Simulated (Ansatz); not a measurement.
# CH3FO2SW: the cost of one run

Method: unrestricted cation, the program's frozen cores in correlated methods; program: Ansatz 0.2.0, Gaussian basis.

Levels to be run: UKS PBE-D4/def2-TZVPP; UKS r2SCAN-D4/def2-TZVPP; UKS PBE0-D4/def2-TZVPP; UKS B3LYP-D4/def2-TZVPP; UKS wB97X-V/def2-TZVPP; UKS wB97M-V/def2-TZVPP; UKS B2PLYP/def2-TZVPP; UHF-CCSD(T)/def2-TZVPP; UHF-MP2/def2-QZVPP; extrapolation to the limit; then −ε(HOMO) from the neutral's earlier runs with LDA (SPW92), PBE-D4, revPBE-D4, BLYP-D4, r2SCAN-D4, B97M-V, PBE0-D4, B3LYP-D4, r2SCANh-D4, r2SCAN0-D4, HSE06-D4, BHLYP-D4, CAM-B3LYP-D4, LC-ωPBE, ωB97X-V, ωB97M-V.

### Step 1. The geometry

An earlier PBE0-D4 in a triple-zeta def2 set relaxation fixed the geometry. W takes the def2 core potential; no spin-orbit term is included.

SMILES `C[O][W](=[O])([F])=[S]`, 9 atoms, charge 0, spin multiplicity 1.

Atoms are counted from 1 here; the program's logs count them from 0.

Bond lengths: C1–O2 1.410 Å, C1–H7 1.092 Å, C1–H8 1.091 Å, C1–H9 1.091 Å, O2–W3 1.836 Å, W3–O4 1.697 Å, W3–F5 1.857 Å, W3–S6 2.131 Å. Angles: O2–C1–H7 110.1°, O2–C1–H8 108.4°, O2–C1–H9 109.1°, H7–C1–H8 109.9°, H7–C1–H9 109.9°, H8–C1–H9 109.4°, C1–O2–W3 143.7°, O2–W3–O4 108.5°, O2–W3–F5 111.1°, O2–W3–S6 108.1°, O4–W3–F5 110.0°, O4–W3–S6 108.5°, F5–W3–S6 110.5°.

### Step 2. Cation, UKS PBE-D4/def2-TZVPP

The input, in.yaml:

```yaml
crystal:
  periodic: [false, false, false]
  atoms:
    - {symbol: C, position_ang: [0.796165, -1.383144, -0.064367]}
    - {symbol: O, position_ang: [0.009449, -0.319909, -0.554172]}
    - {symbol: W, position_ang: [-0.794070, 1.263690, -0.085917]}
    - {symbol: O, position_ang: [-2.476765, 1.051327, -0.138800]}
    - {symbol: F, position_ang: [-0.291626, 2.635009, -1.233365]}
    - {symbol: S, position_ang: [-0.233140, 1.723367, 1.918181]}
    - {symbol: H, position_ang: [1.270935, -1.096921, 0.876767]}
    - {symbol: H, position_ang: [1.559337, -1.617118, -0.808524]}
    - {symbol: H, position_ang: [0.159717, -2.256291, 0.090199]}
basis:
  gaussian: {orbitals: def2-TZVPP}
total_charge: 1
magnetization: {spin_polarized: true, initial_magnetization: 1}
hamiltonian: {xc: pbe, dispersion: d4}
```

Command:

```
ansatz run in.yaml --threads 2 --pin off --events-out ev --progress --plain --max-ram 32768MiB --backend cpu
```

Q: Estimate wall time and peak memory on 2 threads of AMD EPYC 7R13, shared host.

About 17 s, with a peak of 0.6 GiB.
